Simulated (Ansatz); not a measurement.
# C₂H₂FNTe: how energies converge with the basis set

One table from this session's results is given with a row withheld; the runs are named, their logs left out.

Computed with Ansatz 0.2.0, Gaussian basis. Level: one geometry, several basis sets.

Levels to be run: PBE0-D4/def2-SVP; ωB97M-V/def2-SVP; PBE0-D4/def2-QZVPP; ωB97M-V/def2-QZVPP; the functionals' def2-TZVPP values are taken from earlier runs.

### Structure used throughout

All runs share one geometry, relaxed beforehand with PBE0-D4 in a triple-zeta def2 set. Te takes the def2 core potential; no spin-orbit term is included.

SMILES `FC1N=C1[TeH]`, 7 atoms, charge 0, spin multiplicity 1.

Atoms are counted from 1 here; the program's logs count them from 0.

Bond lengths: F1–C2 1.359 Å, C2–N3 1.458 Å, C2–C4 1.427 Å, C2–H6 1.085 Å, N3–C4 1.268 Å, C4–Te5 2.057 Å, Te5–H7 1.656 Å. Angles: F1–C2–N3 116.7°, F1–C2–C4 119.3°, F1–C2–H6 110.6°, N3–C2–C4 52.1°, N3–C2–H6 120.5°, C4–C2–H6 125.7°, C2–N3–C4 62.7°, C2–C4–N3 65.2°, C2–C4–Te5 154.7°, N3–C4–Te5 140.0°, C4–Te5–H7 91.4°.

The first run:

The input, in.yaml:

```yaml
crystal:
  periodic: [false, false, false]
  atoms:
    - {symbol: F, position_ang: [-0.161183, -1.994321, 0.085024]}
    - {symbol: C, position_ang: [0.342238, -0.829565, 0.572913]}
    - {symbol: N, position_ang: [-0.545234, -0.032881, 1.412052]}
    - {symbol: C, position_ang: [-0.302433, 0.400563, 0.245068]}
    - {symbol: Te, position_ang: [-0.837444, 1.944300, -1.004042]}
    - {symbol: H, position_ang: [1.388895, -0.945640, 0.833761]}
    - {symbol: H, position_ang: [0.176260, 1.389644, -2.190476]}
basis:
  gaussian: {orbitals: def2-SVP}
hamiltonian: {xc: pbe0, dispersion: d4}
output: {orbitals: {seedname: orbitals}}
```

Among the steps run: PBE0-D4 in def2-SVP; ωB97M-V in def2-SVP; PBE0-D4 in def2-QZVPP; ωB97M-V in def2-QZVPP.

One of the session's tables, all rows but one given; the rest of the session is left out.

It belongs to the step «Functionals by basis». 

```
functional       basis  HOMO (eV)
   PBE0-D4    def2-SVP          ?
   PBE0-D4  def2-TZVPP      -7.20
   PBE0-D4  def2-QZVPP      -7.23
   ωB97M-V    def2-SVP      -9.11
   ωB97M-V  def2-TZVPP      -9.26
   ωB97M-V  def2-QZVPP      -9.29
```

Q: Estimate the row for PBE0-D4, def2-SVP from the others.

**Answer.** HOMO (eV): -7.10. In the column «HOMO (eV)» it is the highest.
